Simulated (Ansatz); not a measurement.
Write the native input for Ansatz 0.2.0 that does the following.

```
Task                : single point
Functional          : PBE0
Potentials or basis : Ansatz PAW
Cutoff              : 420 eV (not typed: the program's choice for these potentials)
k mesh              : 3 × 3 × 3
Occupations         : fermi-dirac, width 0.05 eV
Spin                : collinear spin, ferromagnetic start
Starting moments    : [0.0, 0.0, 4.0, 1.0, 0.0, 0.0, 0.0, 0.0, 0.0, 0.0] μB
```

The system is NaLaMnMoO6.

```
CELL_PARAMETERS angstrom
0.00000 3.86259 3.86259
3.86259 0.00000 3.86259
3.86259 3.86259 0.00000
ATOMIC_POSITIONS crystal
Na 0.25000 0.25000 0.25000
La 0.75000 0.75000 0.75000
Mn 0.50000 0.50000 0.50000
Mo 0.00000 0.00000 0.00000
O 0.74662 0.25338 0.25338
O 0.25338 0.25338 0.74662
O 0.25338 0.74662 0.25338
O 0.74662 0.25338 0.74662
O 0.74662 0.74662 0.25338
O 0.25338 0.74662 0.74662
```

The cell was built by a generator and needn't be a form met in nature.

One way to write it, as run:

input.yaml

```yaml
crystal:
  lattice:
    - [0.0, 3.86259, 3.86259]
    - [3.86259, 0.0, 3.86259]
    - [3.86259, 3.86259, 0.0]
  atoms:
    - { symbol: Na, position: [0.25, 0.25, 0.25] }
    - { symbol: La, position: [0.75, 0.75, 0.75] }
    - { symbol: Mn, position: [0.5, 0.5, 0.5], spin: 4.0 }
    - { symbol: Mo, position: [0.0, 0.0, 0.0], spin: 1.0 }
    - { symbol: O, position: [0.74662, 0.25338, 0.25338] }
    - { symbol: O, position: [0.25338, 0.25338, 0.74662] }
    - { symbol: O, position: [0.25338, 0.74662, 0.25338] }
    - { symbol: O, position: [0.74662, 0.25338, 0.74662] }
    - { symbol: O, position: [0.74662, 0.74662, 0.25338] }
    - { symbol: O, position: [0.25338, 0.74662, 0.74662] }
hamiltonian:
  xc: pbe0
  pseudopotentials: { kind: paw }
magnetization:
  spin_polarized: true
kpoints:
  mp_grid: { grid: [3, 3, 3] }
scf:
  occupations: { method: fermi_dirac, width: 0.05 }
output:
  forces: true
  stress: true
  eigenvalues: true
```

Potentials or basis: Ansatz PAW.

Command:

```console
$ ansatz run input.yaml --threads 8 --pin off --max-ram 20480MiB --backend cpu --events-out ev --progress --plain --runs-dir out
```

It gave:

```
Pressure               : -3.4 GPa
Largest force          : 0.231 eV/Å
Band gap on the k mesh : none (metal or under the smearing width)
Net moment             : 1.59 μB per cell
Absolute moment        : 4.73 μB per cell
Site moments           : Na -0.00; La -0.02; Mn +2.62; Mo -0.74; O +0.00 μB
```

Caveat: the k mesh is coarse (spacing up to 0.47 Å⁻¹), so the values aren't converged, least of all with exact exchange; the magnetic or orbital state may not be the lowest; the pressure holds a Pulay correction of +0.4 GPa for the finite cutoff; a cell with one magnetic atom can't hold antiferromagnetic order, which such compounds often take; the PAW data sets come from PBE, with cores solved anew for the run's functional, which leaves a small shift of forces and pressure; the starting moments weren't kept; the thresholds are loose for stress.

It took 50 s on 8 threads of Arm Neoverse N1, with other jobs on the host, peak memory 1.5 GiB.
